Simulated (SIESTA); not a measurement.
TaRh3:

```
Ta Rh
1.0
     3.86000    0.00000    0.00000
     0.00000    3.86000    0.00000
     0.00000    0.00000    3.86000
Ta Rh
1 3
Direct
  0.00000 0.00000 0.00000
  0.50000 0.50000 0.00000
  0.50000 0.00000 0.50000
  0.00000 0.50000 0.50000
```

```yaml
Program: SIESTA 5.4.2
Task: single point
Functional: PBEsol
Potentials_or_basis: PseudoDojo 0.4 standard (PBEsol files)
Basis: DZP (energy shift 0.003 Ry; two zetas on semicore shells)
Grid_cutoff: 800 Ry
Energy_shift: 0.003 Ry
k_mesh: 7 × 7 × 7
Occupations: fermi-dirac, width 0.05 eV
Spin: no spin polarisation
```

On this cell: pressure 0.1 GPa; largest force zero by symmetry; band gap on the k mesh none (metal or under the smearing width).

The same run follows on a disturbed copy (atoms moved at random, drawn with an rms of 0.05 Å):

```
Ta Rh
1.0
     3.86000    0.00000    0.00000
     0.00000    3.86000    0.00000
     0.00000    0.00000    3.86000
Ta Rh
1 3
Direct
  0.00071 0.00953 0.00664
  0.48876 0.50280 0.00243
  0.50794 0.00037 0.50923
  0.99434 0.50171 0.49628
```

Question: What changes?

Answer: The energy (extrapolated to zero smearing) moves by +8.8 meV/atom; pressure 0.7 GPa; largest force 0.658 eV/Å; band gap on the k mesh none (metal or under the smearing width).

Forces on the atoms (eV/Å):
```
Ta  -0.092 -0.255 -0.138
Rh   0.446  0.041  0.026
Rh  -0.580  0.118 -0.287
Rh   0.226  0.097  0.401
```

Stress tensor (GPa, compression positive):
```
 0.74  0.13 -0.12
 0.13  0.83  0.09
-0.12  0.09  0.59
```

Caveats: short orbitals over semicore shells can move pressures by several GPa; the basis of atomic orbitals isn't converged, which shifts pressures, moduli and gaps.
